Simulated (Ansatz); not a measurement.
**C₃H₅ISi: basis-set convergence**

One table from this session's results is given with a row withheld; the runs are named, their logs left out.

Program: Ansatz 0.2.0, Gaussian basis. Level of theory: one geometry, several basis sets. These are calculated values, not measurements.

The runs, in order: PBE0-D4/def2-SVP; ωB97M-V/def2-SVP; PBE0-D4/def2-QZVPP; ωB97M-V/def2-QZVPP; the functionals' def2-TZVPP values are taken from earlier runs.

## Structure used throughout

All runs share one geometry, relaxed beforehand with PBE0-D4 in a triple-zeta def2 set. I takes the def2 core potential; no spin-orbit term is included.

SMILES `[SiH3]C=C=CI`, 10 atoms, charge 0, spin multiplicity 1.

Atoms are counted from 1 here; the program's logs count them from 0.

Bond lengths: Si1–C2 1.866 Å, Si1–H6 1.487 Å, Si1–H7 1.482 Å, Si1–H8 1.487 Å, C2–C3 1.301 Å, C2–H9 1.090 Å, C3–C4 1.294 Å, C4–I5 2.088 Å, C4–H10 1.081 Å. Angles: C2–Si1–H6 109.8°, C2–Si1–H7 108.9°, C2–Si1–H8 109.7°, H6–Si1–H7 110.1°, H6–Si1–H8 108.1°, H7–Si1–H8 110.2°, Si1–C2–C3 121.3°, Si1–C2–H9 120.0°, C3–C2–H9 118.7°, C2–C3–C4 177.8°, C3–C4–I5 121.6°, C3–C4–H10 124.1°, I5–C4–H10 114.3°.

Set-up of the first run:

File in.yaml:

```yaml
crystal:
  periodic: [false, false, false]
  atoms:
    - {symbol: Si, position_ang: [-1.620453, -0.296312, 0.654360]}
    - {symbol: C, position_ang: [0.179833, 0.148883, 0.860682]}
    - {symbol: C, position_ang: [1.012501, 0.081794, -0.137227]}
    - {symbol: C, position_ang: [1.801794, 0.010677, -1.160751]}
    - {symbol: I, position_ang: [2.087601, 1.638264, -2.437585]}
    - {symbol: H, position_ang: [-1.969731, -1.415095, 1.569504]}
    - {symbol: H, position_ang: [-1.858527, -0.697329, -0.752730]}
    - {symbol: H, position_ang: [-2.470151, 0.871754, 1.005946]}
    - {symbol: H, position_ang: [0.552156, 0.476260, 1.830879]}
    - {symbol: H, position_ang: [2.368075, -0.869996, -1.430178]}
basis:
  gaussian: {orbitals: def2-SVP}
hamiltonian: {xc: pbe0, dispersion: d4}
output: {orbitals: {seedname: orbitals}}
```

Steps of the session up to this table: PBE0-D4 in def2-SVP; ωB97M-V in def2-SVP; PBE0-D4 in def2-QZVPP; ωB97M-V in def2-QZVPP.

One of the session's tables, all rows but one given; the rest of the session is left out.

It belongs to the step «Functionals by basis». 

| functional | basis | HOMO (eV) | LUMO (eV) |
| --- | --- | --- | --- |
| PBE0-D4 | def2-SVP | ? | ? |
| PBE0-D4 | def2-TZVPP | -6.90 | -1.65 |
| PBE0-D4 | def2-QZVPP | -6.92 | -1.68 |
| ωB97M-V | def2-SVP | -8.91 | 0.54 |
| ωB97M-V | def2-TZVPP | -8.99 | 0.35 |
| ωB97M-V | def2-QZVPP | -9.00 | 0.28 |

Estimate the missing values for PBE0-D4, def2-SVP.

The run gave: HOMO (eV): -6.85; LUMO (eV): -1.55. In the column «HOMO (eV)» it is the highest.
